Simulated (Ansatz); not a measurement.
# HfN: the cost of one run

Program: Ansatz 0.2.0. Level of theory: DFT LDA, scalar-relativistic, plane waves, PAW. These are calculated values, not measurements.

### Step 1. Starting point

The structure is cubic, space group Fm-3m (No. 225). Conventional cell: a = 4.512 Å, b = 4.512 Å, c = 4.512 Å, α = 90.00°, β = 90.00°, γ = 90.00°. Hf (site symmetry m-3m) has 6 N at 2.26 Å as nearest neighbours. Around N (site symmetry m-3m) lie 6 Hf at 2.26 Å.

As a file:

```
CELL_PARAMETERS angstrom
0.00000 2.25600 2.25600
2.25600 0.00000 2.25600
2.25600 2.25600 0.00000
ATOMIC_POSITIONS crystal
Hf 0.00000 0.00000 0.00000
N 0.50000 0.50000 0.50000
```

The structure rests on an entry of the Crystallography Open Database; cell or positions may have been set otherwise for this series.

### Step 2. Relaxing cell and atoms: HfN, no spin

File input.yaml:

```yaml
crystal:
  lattice:
    - [0.0, 2.256, 2.256]
    - [2.256, 0.0, 2.256]
    - [2.256, 2.256, 0.0]
  atoms:
    - { symbol: Hf, position: [0.0, 0.0, 0.0] }
    - { symbol: "N", position: [0.5, 0.5, 0.5] }
scf:
  occupations: { method: methfessel_paxton, width: 0.1 }
output:
  forces: true
  stress: true
  eigenvalues: true
  write_density: true
  write_potential: true
  elf: true
  volumetric_format: npy
kpoints:
  mp_grid: { grid: [18, 18, 18] }
hamiltonian:
  xc: lda
relax:
  f_tol: 0.002
  adjacent_minimum: "off"
  cell: { stress_tol: 0.05, p_target: 0 }
```

Command:

```console
$ ansatz run input.yaml --threads 4 --pin off --max-ram 12288MiB --backend cpu --events-out ev --progress --plain --runs-dir out
```

Q: Estimate wall time and peak memory on 4 threads of Intel Xeon Platinum 8259CL at 2.50GHz (Skylake/Cascade Lake), shared host.

About 18 s, with a peak of 0.44 GiB.
